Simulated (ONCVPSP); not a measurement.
# Pseudopotential generation for aluminium: ONCV, PBE

Aim: build the potential from the settings below, then test how well it stands in for the atom: other configurations, scattering, ghost states and the plane-wave cutoff that it needs.

Method: ONCVPSP 4.0.1, PBE, non-relativistic.

### 1 Starting point

The settings as typed:

```
element                 : aluminium (Al, Z = 13)
type                    : optimised norm-conserving Vanderbilt (ONCV)
frozen core             : [Ne]
valence charge          : 3
reference configuration : 3s2 3p1
partial waves           : 3s: rc 2.10 bohr, ncon 3, nbas 6, qcut 3.6 1/bohr, 2 projectors, debl 2.4 Ha; 3p: rc 2.85 bohr, ncon 5, nbas 9, qcut 3.2 1/bohr, 1 projector; d scattering state at 0.45 Ha: rc 2.40 bohr, ncon 4, nbas 8, qcut 3.8 1/bohr, 2 projectors, debl 3.6 Ha
local potential         : polynomial inside 1.50 bohr (lpopt 5, dvloc0 -1 Ha)
core correction         : Teter function fitted to the true core (icmod 2), fcfact 0.5
```

An earlier all-electron run gives the scale for the radii.

All-electron outer shells of the reference configuration (PBE, non-relativistic, ld1.x):

| shell | level (eV) | outermost node (bohr) | outermost maximum (bohr) |
| --- | --- | --- | --- |
| 2s | -107.72 | 0.17 | 0.50 |
| 2p | -69.68 | – | 0.43 |
| 3s | -7.73 | 0.80 | 2.09 |
| 3p | -2.72 | 0.82 | 2.64 |

### 2 Generation

Input file Al.dat:

```
# ATOM AND REFERENCE CONFIGURATION
# atsym  z   nc   nv     iexc    psfile
  Al 13.00    3    2        4      upf
#
#   n    l    f
    1    0    2.00
    2    0    2.00
    2    1    6.00
    3    0    2.00
    3    1    1.00
#
# PSEUDOPOTENTIAL AND OPTIMIZATION
# lmax
    2
#
#   l,   rc,      ep,       ncon, nbas, qcut
    0    2.10    0.00    3    6    3.60
    1    2.85    0.00    5    9    3.20
    2    2.40    0.45    4    8    3.80
#
# LOCAL POTENTIAL
# lloc, lpopt,  rc(5),   dvloc0
    4    5    1.50   -1.00
#
# VANDERBILT-KLEINMAN-BYLANDER PROJECTORs
# l, nproj, debl
    0    2    2.40
    1    1    2.20
    2    2    3.60
#
# MODEL CORE CHARGE
# icmod, fcfact, rcfact
    2    0.50    1.10
#
# LOG DERIVATIVE ANALYSIS
# epsh1, epsh2, depsh
   -2.00    5.00    0.02
#
# OUTPUT GRID
# rlmax, drl
    6.00    0.01
#
# TEST CONFIGURATIONS
# ncnf
    4
# nvcnf
#   n    l    f
    2
    3    0    2.00
    3    1    0.00
#
    2
    3    0    1.00
    3    1    0.00
#
    2
    3    0    2.00
    3    1    0.50
#
    2
    3    0    1.00
    3    1    1.00
#
```

Command:

```bash
oncvpspnr.x < Al.dat > Al.out
```

Before running it: what results should come out? Wanted: cutoffs for 1 and 0.1 mHa per electron, occupied waves; bound ghosts; GHOST(+) flags; largest test error; largest phase difference near zero energy, channels read; rms error of d²Exc/dn², without and with the model core.

**Answer**, as computed:

```
                                                quantity                 value
  cutoffs for 1 and 0.1 mHa per electron, occupied waves     5.0 Ha and 7.5 Ha
                                            bound ghosts            none found
                                          GHOST(+) flags            s at 81 eV
                            largest test error (AE − PS)  +28 meV, for 3s1 3p0
largest phase difference near zero energy, channels read             0.007 rad
 rms error of d²Exc/dn², without and with the model core     1.75 and 1.11 mHa
```

What this shows: The worst unpolarised test, 3s1 3p0, is off by 28 meV on 25.0 eV; by total energies transferability rates as fair. The potential is soft on the atom at that tolerance: the looser tolerance needs 5.0 Ha. The 3s wave sets it; 3p needs 2 Ha. That counts occupied waves only; other projectors need more. The program's ghost test flags no bound state. Near zero energy the phases of the channels with partial waves agree within 0.007 rad. The program also flags highly localised states, GHOST(+) (s).
